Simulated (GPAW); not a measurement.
The system is Ba2Tl5V3O12.

```xyz
22
Lattice="6.6527 0.0495 0.0202 2.8607 8.3646 0.0038 2.6828 2.4694 9.1957" Properties=species:S:1:pos:R:3 pbc="T T T"
Ba    5.5442    0.4859    0.2246
Ba    5.0453    8.8099    3.1356
V     7.8851    6.7880    3.1058
V     2.5747    2.3174    0.3028
V     2.2646    2.2781    6.0800
Tl    3.7845    4.2101    3.2255
Tl    6.5448    4.4409    5.5815
Tl    8.1264    9.0456    6.1615
Tl    6.6930    4.4787    1.0881
Tl    4.6212    7.2113    6.8375
O     3.6229    2.1646    4.9879
O     8.0188    5.0381    3.1811
O     3.7266    2.1571    1.5981
O     7.5372    1.8755    5.1646
O     4.9576    6.4605    9.0991
O     7.0474    7.3889    4.4933
O     8.6870    3.8848    6.7562
O     6.8904    7.1926    1.7495
O     1.1117    1.6298    0.9364
O     5.2975    9.5590    7.4268
O     5.9074    3.9074    8.2110
O     9.3999    7.5353    2.8601
```

The cell was built by a generator and needn't be a form met in nature.

Base run:

```yaml
Program: GPAW 26.7.0
Functional: PBEsol
Potentials_or_basis: PAW data sets generated in the run's folder for this functional
Cutoff: 800 eV
Basis: pw
k_mesh: 3 × 3 × 2
Occupations: fermi-dirac, width 0.05 eV
Spin: collinear spin, ferromagnetic start
Starting_moments: "[0.0, 0.0, 2.0, 2.0, 2.0, 0.0, 0.0, 0.0, 0.0, 0.0, 0.0, 0.0, 0.0, 0.0, 0.0, 0.0, 0.0, 0.0, 0.0, 0.0, 0.0, 0.0] μB"
```

Its results: band gap on the k mesh 2.84 eV, indirect (least direct gap 2.96 eV); pressure -2.5 GPa; net moment 0.00 μB per cell; largest force 0.382 eV/Å.

The run is repeated on the same cell with these changes: functional from PBEsol to LDA; potentials or basis from PAW data sets generated in the run's folder for this functional to the program's PAW data sets (release 1.2.1) made for this functional. What comes out?

Band gap on the k mesh 2.79 eV, indirect (least direct gap 2.92 eV); pressure -5.4 GPa; net moment 0.00 μB per cell; largest force 1.070 eV/Å.

Caveats: spin-orbit coupling is left out, which as a rule narrows the gap of such compounds by several tenths of an eV; forces of over 1 eV/Å show positions far from the minimum, so gaps and moduli don't describe the material at rest (some runs).

Not every run made on this cell is shown here.
